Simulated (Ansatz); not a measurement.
This script makes a convergence test of the plane-wave cutoff of Ba, space group Im-3m with Ansatz's Python interface.

`ba_ecut.py`:
```python
"""Cutoff test for Ba."""

import logging
import sys
import warnings

import ansatz

logging.basicConfig(stream=sys.stdout, format="%(name)s: %(message)s")
logger = logging.getLogger("ba")
logger.setLevel(logging.INFO)

SETTINGS = {
    "width_ev": 0.01,
    "mesh": (4, 4, 4),
    "tolerance": 1e-05,
    "xc": "pbesol",
    "vdw": "D3(BJ)",
}

warnings.simplefilter("ignore", ansatz.DeckWarning)

xtal = (
    ansatz.Lattice.bcc(5.013)
    .space_group(229)
    .atom("Ba", (0.0, 0.0, 0.0))
    .primitive()
)

setup = (
    xtal.calculation()
    .occupations(ansatz.OccupationsMethod.METHFESSEL_PAXTON, width=SETTINGS["width_ev"])
    .kpoints(mesh=SETTINGS["mesh"], center="monkhorst-pack")
    .scf(tolerance=SETTINGS["tolerance"])
    .functional(SETTINGS["xc"], dispersion=SETTINGS["vdw"])
)

rows = []
for value in [300, 375, 450, 525]:
    report = setup.basis(value).run(threads=1, pin="off").report
    rows.append((value, report["free_energy_ev"] / len(report["lattice"]["sites"]), report["n_iterations"], report["n_pw"]))

logger.info(" cutoff (eV)   F/atom (eV)    iterations   plane waves")
for row in rows:
    logger.info(f"{str(row[0]):>12s}  {row[1]:12.5f}  {row[2]:12d}  {row[3]:12d}")

# differences from the last row
for row in rows[:-1]:
    shift = 1000 * (row[1] - rows[-1][1])
    logger.info(f"{row[0]}: {shift:+.2f} meV/atom" + ("  (within 2 meV)" if abs(shift) < 2 else ""))
```

From which cutoff on is the energy per atom within 2 meV of the last row, and how does it get there?

From 375 eV on it stays within 2 meV an atom of the value at 525 eV; the first row (300 eV) is off by 12.7 meV and the last but one by 0.06 meV. The energy falls steadily, as expected when plane waves are added.

The run itself:

Output of `python ba_ecut.py`:
```text
ba:  cutoff (eV)   F/atom (eV)    iterations   plane waves
ba:          300   -5862.84988             3           767
ba:          375   -5862.86225             3          1055
ba:          450   -5862.86250             3          1409
ba:          525   -5862.86256             3          1721
ba: 300: +12.68 meV/atom
ba: 375: +0.32 meV/atom  (within 2 meV)
ba: 450: +0.06 meV/atom  (within 2 meV)
```

Notes:
- Dispersion corrections can be off by several per cent in the lattices of metals, and by several GPa in the pressure at a fixed cell.
- For a metal this k-point mesh is coarse: on a finer one energies can move by several to tens of meV an atom and pressures by half a GPa or more, differences at one mesh by less.
- Of the deposited cell: the entry's cell lengths or inner coordinates differ somewhat from later room-temperature determinations.
- Shifts are counted from the last row, which is itself no proven limit.
- The script silences the warnings on its input, which a real study should read.
- Wall time of the script: 2 s on 1 thread of Intel(R) Xeon(R) Processor @ 2.30GHz (shared host), peak memory 0.46 GiB.
